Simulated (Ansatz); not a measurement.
**CClFGeN radical: up Jacob's ladder to CCSD(T)**

An exercise on one series of results from a longer session: the logs are not shown, and one member is left open.

Program: Ansatz 0.2.0, Gaussian basis. Level of theory: functionals in def2-TZVPP, the program's frozen cores in correlated methods. These are calculated values, not measurements.

Levels to be run: LDA (SPW92), PBE-D4, revPBE-D4, BLYP-D4, r2SCAN-D4, B97M-V, PBE0-D4, B3LYP-D4, r2SCANh-D4, r2SCAN0-D4, HSE06-D4, BHLYP-D4, CAM-B3LYP-D4, LC-ωPBE, ωB97X-V, ωB97M-V, B2PLYP, PBE-QIDH; CCSD(T)/def2-SVP; CCSD(T)/def2-TZVPP; MP2/def2-QZVPP; extrapolation to the limit; RPA on PBE.

### Structure used throughout

The geometry comes from an earlier relaxation with PBE0-D4 in a triple-zeta def2 set; it is a stationary point.

SMILES `N#[C][Ge]([F])[Cl]`, 5 atoms, charge 0, spin multiplicity 2.

Atoms are counted from 1 here; the program's logs count them from 0.

Bond lengths: N1–C2 1.153 Å, C2–Ge3 1.929 Å, Ge3–F4 1.725 Å, Ge3–Cl5 2.128 Å. Angles: N1–C2–Ge3 173.2°, C2–Ge3–F4 104.9°, C2–Ge3–Cl5 108.6°, F4–Ge3–Cl5 108.1°.

The first run:

in.yaml

```yaml
crystal:
  periodic: [false, false, false]
  atoms:
    - {symbol: N, position_ang: [1.169831, -1.332914, 1.556967]}
    - {symbol: C, position_ang: [0.647723, -0.754991, 0.707349]}
    - {symbol: Ge, position_ang: [-0.063156, 0.127159, -0.853433]}
    - {symbol: F, position_ang: [-1.722132, -0.342972, -0.913373]}
    - {symbol: Cl, position_ang: [0.017534, 2.230120, -0.539009]}
basis:
  gaussian: {orbitals: def2-TZVPP}
magnetization: {spin_polarized: true, initial_magnetization: 1}
hamiltonian: {xc: lda}
output: {orbitals: {seedname: orbitals}}
```

On the command line:

```bash
$ ansatz run in.yaml --threads 4 --pin off --events-out ev --progress --plain --max-ram 10444MiB
```

Steps of the session up to this table: LDA; PBE-D4 (GGA); revPBE-D4 (GGA); BLYP-D4 (GGA); r2SCAN-D4 (meta-GGA); B97M-V (meta-GGA); PBE0-D4 (hybrid); B3LYP-D4 (hybrid); r2SCANh-D4 (hybrid); r2SCAN0-D4 (hybrid); HSE06-D4 (hybrid); BHLYP-D4 (hybrid); CAM-B3LYP-D4 (range-separated); LC-ωPBE (range-separated); ωB97X-V (range-separated); ωB97M-V (range-separated); B2PLYP (double hybrid); PBE-QIDH (double hybrid).

One of the session's tables, all rows but one given; the rest of the session is left out.

It belongs to the step «Orbital energies across the functionals». 

```
  functional  HOMO (eV)  LUMO (eV)  gap (eV)
 LDA (SPW92)      -7.01      -6.13      0.88
      PBE-D4      -6.91      -5.71      1.19
   revPBE-D4      -6.86      -5.55      1.31
     BLYP-D4      -6.74      -5.76      0.98
   r2SCAN-D4      -7.37      -5.41      1.96
      B97M-V      -7.18      -5.80      1.38
     PBE0-D4      -8.23      -4.84      3.39
    B3LYP-D4      -7.95      -5.27      2.69
  r2SCANh-D4      -7.85      -5.09      2.76
  r2SCAN0-D4      -8.56      -4.62      3.95
    HSE06-D4      -7.83      -5.22      2.62
    BHLYP-D4      -9.37      -4.07      5.31
CAM-B3LYP-D4      -9.52      -3.98      5.54
     LC-ωPBE     -10.92      -2.50      8.42
     ωB97X-V          ?          ?         ?
     ωB97M-V     -10.26      -3.00      7.26
```

Q: Estimate the row for ωB97X-V from the others.

**Answer.** HOMO (eV): -10.41; LUMO (eV): -2.92; gap (eV): 7.49. In the column «HOMO (eV)» it lies between LC-ωPBE (-10.92) and ωB97M-V (-10.26).
